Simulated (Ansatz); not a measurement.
# GePSi: the cost of one run

Method: cc-pVTZ, core rule «outside noble gas», up to 24 orbitals frozen; program: Ansatz 0.2.0, Gaussian basis.

To be run: UHF; CCSD(T) on ROHF; CCSD(T) on UHF; BCCD(T) on ROHF; CCSDT(Q) on ROHF; CCSDT(Q) on UHF; CASSCF and NEVPT2, 12 electrons in 12 orbitals.

3 further runs of the same task are left out: 3 set aside as unsound or not needed.

### 1 What is computed

The geometry is a PBE0/def2-TZVP stationary point (not a proven minimum) of the parent state, kept for this charge and spin. No spin-orbit coupling is included. The filled d shell of Ge may be among the frozen orbitals whatever the setting's name suggests; the logs give the count.

3 atoms, charge 1, spin multiplicity 5.

Atoms are counted from 1 here; the program's logs count them from 0.

Bond lengths: P1–Ge2 2.445 Å, P1–Si3 2.246 Å, Ge2–Si3 2.249 Å. Angles: Ge2–P1–Si3 57.1°, P1–Ge2–Si3 57.0°, P1–Si3–Ge2 65.9°.

### 2 UHF

in.yaml

```yaml
crystal:
  periodic: [false, false, false]
  atoms:
    - {symbol: P, position_ang: [0.000000, 0.880970, 1.404938]}
    - {symbol: Ge, position_ang: [0.000000, 0.123028, -0.920077]}
    - {symbol: Si, position_ang: [0.000000, -1.289765, 0.830256]}
basis:
  gaussian: {orbitals: cc-pVTZ}
total_charge: 1
magnetization: {spin_polarized: true, initial_magnetization: 4}
hamiltonian: {xc: hf}
output: {orbitals: {seedname: orbitals}}
```

Started as:

```console
$ ansatz run in.yaml --threads 1 --pin off --events-out ev --progress --plain --max-ram 4096MiB --backend cpu
```

**Question.** How long does this run take on 1 thread of AMD EPYC 7R13, shared host, and how much memory does it need?

About 17 s, with a peak of 0.29 GiB.
